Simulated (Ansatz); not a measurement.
**FH6NOSi2: small, medium and large basis sets**

One table from this session's results is given with a row withheld; the runs are named, their logs left out.

Computed with Ansatz 0.2.0, Gaussian basis. Level: one geometry, several basis sets.

Plan: PBE0-D4/def2-SVP; ωB97M-V/def2-SVP; PBE0-D4/def2-QZVPP; ωB97M-V/def2-QZVPP; the functionals' def2-TZVPP values are taken from earlier runs.

## The relaxed structure

All runs share one geometry, relaxed beforehand with PBE0-D4 in a triple-zeta def2 set.

11 atoms, charge 0, spin multiplicity 1.

Atoms are counted from 1 here; the program's logs count them from 0.

Bond lengths: O1–Si2 1.643 Å, O1–H6 0.958 Å, Si2–N3 1.727 Å, Si2–H7 1.485 Å, Si2–H8 1.479 Å, N3–Si4 1.708 Å, N3–H9 1.012 Å, Si4–F5 1.600 Å, Si4–H10 1.480 Å, Si4–H11 1.479 Å. Angles: Si2–O1–H6 117.8°, O1–Si2–N3 113.2°, O1–Si2–H7 111.9°, O1–Si2–H8 103.5°, N3–Si2–H7 104.8°, N3–Si2–H8 111.3°, H7–Si2–H8 112.4°, Si2–N3–Si4 127.9°, Si2–N3–H9 116.0°, Si4–N3–H9 115.9°, N3–Si4–F5 112.5°, N3–Si4–H10 109.6°, N3–Si4–H11 108.7°, F5–Si4–H10 105.9°, F5–Si4–H11 106.7°, H10–Si4–H11 113.3°.

Set-up of the first run:

in.yaml reads:

```yaml
crystal:
  periodic: [false, false, false]
  atoms:
    - {symbol: O, position_ang: [-1.271084, 1.687775, 1.390554]}
    - {symbol: Si, position_ang: [-0.823785, 0.137135, 1.084843]}
    - {symbol: N, position_ang: [-0.371875, -0.128377, -0.560782]}
    - {symbol: Si, position_ang: [1.143116, -0.634227, -1.164655]}
    - {symbol: F, position_ang: [1.262260, -2.226941, -1.265714]}
    - {symbol: H, position_ang: [-0.624241, 2.377847, 1.235697]}
    - {symbol: H, position_ang: [0.369323, -0.262139, 1.873886]}
    - {symbol: H, position_ang: [-2.025551, -0.645669, 1.444582]}
    - {symbol: H, position_ang: [-1.115396, -0.051717, -1.242598]}
    - {symbol: H, position_ang: [1.322984, -0.124613, -2.542991]}
    - {symbol: H, position_ang: [2.199651, -0.186173, -0.232222]}
basis:
  gaussian: {orbitals: def2-SVP}
hamiltonian: {xc: pbe0, dispersion: d4}
output: {orbitals: {seedname: orbitals}}
```

Command:

```
$ ansatz run in.yaml --threads 4 --pin off --events-out ev --progress --plain --max-ram 10444MiB
```

Steps of the session up to this table: PBE0-D4 in def2-SVP; ωB97M-V in def2-SVP; PBE0-D4 in def2-QZVPP; ωB97M-V in def2-QZVPP.

One table of the session follows, with a row left open; its other results are not shown here.

It belongs to the step «Functionals by basis». 

| functional | basis | HOMO (eV) | LUMO (eV) |
| --- | --- | --- | --- |
| PBE0-D4 | def2-SVP | -8.29 | 1.03 |
| PBE0-D4 | def2-TZVPP | ? | ? |
| PBE0-D4 | def2-QZVPP | -8.45 | 0.03 |
| ωB97M-V | def2-SVP | -10.61 | 2.80 |
| ωB97M-V | def2-TZVPP | -10.78 | 1.83 |
| ωB97M-V | def2-QZVPP | -10.81 | 1.29 |

Estimate the missing values for PBE0-D4, def2-TZVPP.

**Answer.** HOMO (eV): -8.42; LUMO (eV): 0.31. In the column «HOMO (eV)» it lies between PBE0-D4, def2-QZVPP (-8.45) and PBE0-D4, def2-SVP (-8.29).
